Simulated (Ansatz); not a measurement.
**C₄H₁₁BO₂: small, medium and large basis sets**

The task here is to estimate one member of a computed series from the others.

Computed with Ansatz 0.2.0, Gaussian basis. Level: one geometry, several basis sets.

Levels to be run: PBE0-D4/def2-SVP; ωB97M-V/def2-SVP; PBE0-D4/def2-QZVPP; ωB97M-V/def2-QZVPP; the functionals' def2-TZVPP values are taken from earlier runs.

1 further run of the same task is left out (it didn't finish).

### The relaxed structure

All runs share one geometry, relaxed beforehand with PBE0-D4 in a triple-zeta def2 set.

SMILES `COB(O)C(C)C`, 18 atoms, charge 0, spin multiplicity 1.

Atoms are counted from 1 here; the program's logs count them from 0.

Bond lengths: C1–O2 1.406 Å, C1–H8 1.091 Å, C1–H9 1.093 Å, C1–H10 1.094 Å, O2–B3 1.367 Å, B3–O4 1.365 Å, B3–C5 1.580 Å, O4–H11 0.962 Å, C5–C6 1.525 Å, C5–C7 1.534 Å, C5–H12 1.099 Å, C6–H13 1.092 Å, C6–H14 1.094 Å, C6–H15 1.093 Å, C7–H16 1.094 Å, C7–H17 1.093 Å, C7–H18 1.094 Å. Angles: O2–C1–H8 108.3°, O2–C1–H9 112.3°, O2–C1–H10 110.3°, H8–C1–H9 108.6°, H8–C1–H10 108.4°, H9–C1–H10 108.7°, C1–O2–B3 124.4°, O2–B3–O4 115.9°, O2–B3–C5 125.0°, O4–B3–C5 119.0°, B3–O4–H11 111.4°, B3–C5–C6 112.7°, B3–C5–C7 109.6°, B3–C5–H12 108.4°, C6–C5–C7 110.6°, C6–C5–H12 108.0°, C7–C5–H12 107.3°, C5–C6–H13 111.8° and more.

Set-up of the first run:

in.yaml reads:

```yaml
crystal:
  periodic: [false, false, false]
  atoms:
    - {symbol: C, position_ang: [1.442910, -1.721204, -1.036161]}
    - {symbol: O, position_ang: [0.049645, -1.568981, -1.146655]}
    - {symbol: B, position_ang: [-0.654934, -0.511413, -0.641756]}
    - {symbol: O, position_ang: [-2.006615, -0.553634, -0.825764]}
    - {symbol: C, position_ang: [-0.025991, 0.702757, 0.150354]}
    - {symbol: C, position_ang: [-0.941509, 1.921557, 0.182600]}
    - {symbol: C, position_ang: [0.331933, 0.259287, 1.574085]}
    - {symbol: H, position_ang: [1.807764, -2.209725, -1.941456]}
    - {symbol: H, position_ang: [1.957346, -0.763174, -0.924348]}
    - {symbol: H, position_ang: [1.689057, -2.354022, -0.178467]}
    - {symbol: H, position_ang: [-2.272780, -1.353660, -1.288717]}
    - {symbol: H, position_ang: [0.909424, 0.994364, -0.346514]}
    - {symbol: H, position_ang: [-1.176196, 2.278574, -0.822682]}
    - {symbol: H, position_ang: [-0.477794, 2.745443, 0.733959]}
    - {symbol: H, position_ang: [-1.890026, 1.683374, 0.669583]}
    - {symbol: H, position_ang: [0.795127, 1.078535, 2.132204]}
    - {symbol: H, position_ang: [1.027392, -0.584000, 1.587241]}
    - {symbol: H, position_ang: [-0.564740, -0.044066, 2.122497]}
basis:
  gaussian: {orbitals: def2-SVP}
hamiltonian: {xc: pbe0, dispersion: d4}
output: {orbitals: {seedname: orbitals}}
```

Among the steps run: PBE0-D4 in def2-SVP; ωB97M-V in def2-SVP; PBE0-D4 in def2-QZVPP; ωB97M-V in def2-QZVPP.

One of the session's tables, all rows but one given; the rest of the session is left out.

It belongs to the step «Density functionals: the series». 

| functional | basis | HOMO (eV) | LUMO (eV) |
| --- | --- | --- | --- |
| PBE0-D4 | def2-SVP | -8.00 | 1.47 |
| PBE0-D4 | def2-TZVPP | -8.10 | 0.91 |
| PBE0-D4 | def2-QZVPP | -8.12 | 0.48 |
| ωB97M-V | def2-SVP | ? | ? |
| ωB97M-V | def2-TZVPP | -10.42 | 2.28 |
| ωB97M-V | def2-QZVPP | -10.43 | 1.50 |

Estimate the missing values for ωB97M-V, def2-SVP.

As computed: HOMO (eV): -10.31; LUMO (eV): 3.24. In the column «HOMO (eV)» it lies between ωB97M-V, def2-TZVPP (-10.42) and PBE0-D4, def2-QZVPP (-8.12).
